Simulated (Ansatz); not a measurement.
**C₃H₇FSn: one species, many methods**

One table from this session's results is given with a row withheld; the runs are named, their logs left out.

Computed with Ansatz 0.2.0, Gaussian basis. Level: functionals in def2-TZVPP, the program's frozen cores in correlated methods.

Plan: PBE-D4, r2SCAN-D4, PBE0-D4, B3LYP-D4, ωB97X-V, ωB97M-V, B2PLYP; CCSD(T)/def2-TZVPP; MP2/def2-QZVPP; extrapolation to the limit.

**The geometry**

An earlier PBE0-D4 in a triple-zeta def2 set relaxation fixed the geometry. Sn takes the def2 core potential; no spin-orbit term is included.

SMILES `FC1[CH2][SnH2][CH2]1`, 12 atoms, charge 0, spin multiplicity 1.

Atoms are counted from 1 here; the program's logs count them from 0.

Bond lengths: F1–C2 1.393 Å, C2–C3 1.525 Å, C2–C5 1.525 Å, C2–H6 1.097 Å, C3–Sn4 2.165 Å, C3–H7 1.093 Å, C3–H8 1.087 Å, Sn4–C5 2.165 Å, Sn4–H9 1.702 Å, Sn4–H10 1.704 Å, C5–H11 1.093 Å, C5–H12 1.087 Å. Angles: F1–C2–C3 112.5°, F1–C2–C5 112.5°, F1–C2–H6 106.0°, C3–C2–C5 106.6°, C3–C2–H6 109.6°, C5–C2–H6 109.6°, C2–C3–Sn4 87.5°, C2–C3–H7 110.4°, C2–C3–H8 115.8°, Sn4–C3–H7 107.6°, Sn4–C3–H8 123.6°, H7–C3–H8 109.9°, C3–Sn4–C5 68.8°, C3–Sn4–H9 118.3°, C3–Sn4–H10 117.1°, C5–Sn4–H9 118.3°, C5–Sn4–H10 117.1°, H9–Sn4–H10 111.3° and more.

Set-up of the first run:

Input file in.yaml:

```yaml
crystal:
  periodic: [false, false, false]
  atoms:
    - {symbol: F, position_ang: [-1.430533, -1.601832, 0.925499]}
    - {symbol: C, position_ang: [-0.441669, -0.967044, 0.177956]}
    - {symbol: C, position_ang: [0.618963, -0.306210, 1.052700]}
    - {symbol: Sn, position_ang: [0.907447, 1.127266, -0.544150]}
    - {symbol: C, position_ang: [-1.003184, 0.125197, -0.726771]}
    - {symbol: H, position_ang: [0.022474, -1.749396, -0.434823]}
    - {symbol: H, position_ang: [0.151027, 0.220428, 1.887901]}
    - {symbol: H, position_ang: [1.404137, -0.961240, 1.421976]}
    - {symbol: H, position_ang: [0.916364, 2.783495, -0.150752]}
    - {symbol: H, position_ang: [2.092069, 0.761011, -1.712828]}
    - {symbol: H, position_ang: [-1.742183, 0.723921, -0.188922]}
    - {symbol: H, position_ang: [-1.418011, -0.210696, -1.673884]}
basis:
  gaussian: {orbitals: def2-TZVPP}
hamiltonian: {xc: pbe, dispersion: d4}
output: {forces: true, orbitals: {seedname: orbitals}}
```

Started as:

```bash
$ ansatz run in.yaml --threads 4 --pin off --events-out ev --progress --plain --max-ram 10444MiB
```

Among the steps run: PBE-D4 (GGA); r2SCAN-D4 (meta-GGA); PBE0-D4 (hybrid); B3LYP-D4 (hybrid); ωB97X-V (range-separated); ωB97M-V (range-separated); B2PLYP (double hybrid); CCSD(T) in def2-TZVPP; MP2 in def2-QZVPP.

One table of the session follows, with a row left open; its other results are not shown here.

It belongs to the step «Atomisation energies». 

| method | atoms, summed (eV) | atomisation energy (eV) |
| --- | --- | --- |
| PBE-D4 | -11722.766 | 45.106 |
| r2SCAN-D4 | -11729.646 | 44.293 |
| PBE0-D4 | -11724.250 | 44.388 |
| B3LYP-D4 | -11733.308 | 44.002 |
| ωB97X-V | -11728.158 | 44.417 |
| ωB97M-V | -11726.734 | 44.278 |
| B2PLYP | -11720.910 | 43.595 |
| HF/def2-TZVPP | ? | ? |
| MP2/def2-TZVPP | -11700.585 | 43.761 |
| CCSD/def2-TZVPP | -11702.496 | 42.605 |
| CCSD(T)/def2-TZVPP | -11702.918 | 43.308 |
| MP2/CBS | -11712.587 | 44.850 |
| CCSD(T)/CBS | -11714.919 | 44.397 |

**Question.** Estimate the row for HF/def2-TZVPP.

The run gave: atoms, summed (eV): -11682.605; atomisation energy (eV): 31.882. In the column «atoms, summed (eV)» it is the highest.

Caveats from the session: Free atoms (1 F, 3 C, 1 Sn, 7 H) were run apart at each level; the atomisation energy is their sum less the molecule, without zero-point or spin-orbit terms.
